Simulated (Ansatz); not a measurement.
# C₂H₃F₃OSi: up Jacob's ladder to CCSD(T)

The task here is to estimate one member of a computed series from the others.

The runs use Ansatz 0.2.0, Gaussian basis; functionals in def2-TZVPP, the program's frozen cores in correlated methods.

The runs, in order: PBE-D4, r2SCAN-D4, PBE0-D4, B3LYP-D4, ωB97X-V, ωB97M-V, B2PLYP; CCSD(T)/def2-TZVPP; MP2/def2-QZVPP; extrapolation to the limit.

### The geometry

An earlier PBE0-D4 in a triple-zeta def2 set relaxation fixed the geometry.

SMILES `C=CO[Si](F)(F)F`, 10 atoms, charge 0, spin multiplicity 1.

Atoms are counted from 1 here; the program's logs count them from 0.

Bond lengths: C1–C2 1.322 Å, C1–H8 1.081 Å, C1–H9 1.084 Å, C2–O3 1.364 Å, C2–H10 1.084 Å, O3–Si4 1.609 Å, Si4–F5 1.564 Å, Si4–F6 1.569 Å, Si4–F7 1.569 Å. Angles: C2–C1–H8 119.1°, C2–C1–H9 123.1°, H8–C1–H9 117.8°, C1–C2–O3 126.1°, C1–C2–H10 122.9°, O3–C2–H10 111.0°, C2–O3–Si4 130.1°, O3–Si4–F5 107.2°, O3–Si4–F6 112.2°, O3–Si4–F7 112.2°, F5–Si4–F6 108.9°, F5–Si4–F7 108.9°, F6–Si4–F7 107.5°.

Coordinates:

```
C    -0.1663    0.6468   -1.5108
C     0.8514    0.6549   -0.6676
O     0.8739    0.0820    0.5701
Si   -0.2646   -0.7432    1.3515
F     0.3334   -1.1558    2.7366
F    -1.5572    0.1133    1.5914
F    -0.6933   -2.0389    0.5773
H    -0.0606    1.1384   -2.4677
H    -1.1132    0.1670   -1.2902
H     1.7966    1.1356   -0.8907
```

The first run:

in.yaml

```yaml
crystal:
  periodic: [false, false, false]
  atoms:
    - {symbol: C, position_ang: [-0.166350, 0.646834, -1.510817]}
    - {symbol: C, position_ang: [0.851424, 0.654915, -0.667573]}
    - {symbol: O, position_ang: [0.873889, 0.081974, 0.570128]}
    - {symbol: Si, position_ang: [-0.264639, -0.743218, 1.351522]}
    - {symbol: F, position_ang: [0.333361, -1.155819, 2.736648]}
    - {symbol: F, position_ang: [-1.557234, 0.113261, 1.591412]}
    - {symbol: F, position_ang: [-0.693305, -2.038932, 0.577280]}
    - {symbol: H, position_ang: [-0.060565, 1.138410, -2.467740]}
    - {symbol: H, position_ang: [-1.113202, 0.166988, -1.290204]}
    - {symbol: H, position_ang: [1.796621, 1.135596, -0.890666]}
basis:
  gaussian: {orbitals: def2-TZVPP}
hamiltonian: {xc: pbe, dispersion: d4}
output: {forces: true, orbitals: {seedname: orbitals}}
```

Run with:

```
> ansatz run in.yaml --threads 2 --pin off --events-out ev --progress --plain --max-ram 32768MiB --backend cpu
```

Steps of the session up to this table: PBE-D4 (GGA); r2SCAN-D4 (meta-GGA); PBE0-D4 (hybrid); B3LYP-D4 (hybrid); ωB97X-V (range-separated); ωB97M-V (range-separated); B2PLYP (double hybrid); CCSD(T) in def2-TZVPP; MP2 in def2-QZVPP.

One table of the session follows, with a row left open; its other results are not shown here.

```
            method  atomisation energy (eV)
            PBE-D4                        ?
         r2SCAN-D4                   47.214
           PBE0-D4                   46.788
          B3LYP-D4                   46.756
           ωB97X-V                   47.009
           ωB97M-V                   47.121
            B2PLYP                   46.600
     HF/def2-TZVPP                   34.597
    MP2/def2-TZVPP                   47.623
   CCSD/def2-TZVPP                   45.090
CCSD(T)/def2-TZVPP                   45.871
           MP2/CBS                   48.996
       CCSD(T)/CBS                   47.243
```

Estimate the missing values for PBE-D4.

**Answer.** atomisation energy (eV): 48.011. In the column «atomisation energy (eV)» it lies between MP2/def2-TZVPP (47.623) and MP2/CBS (48.996).
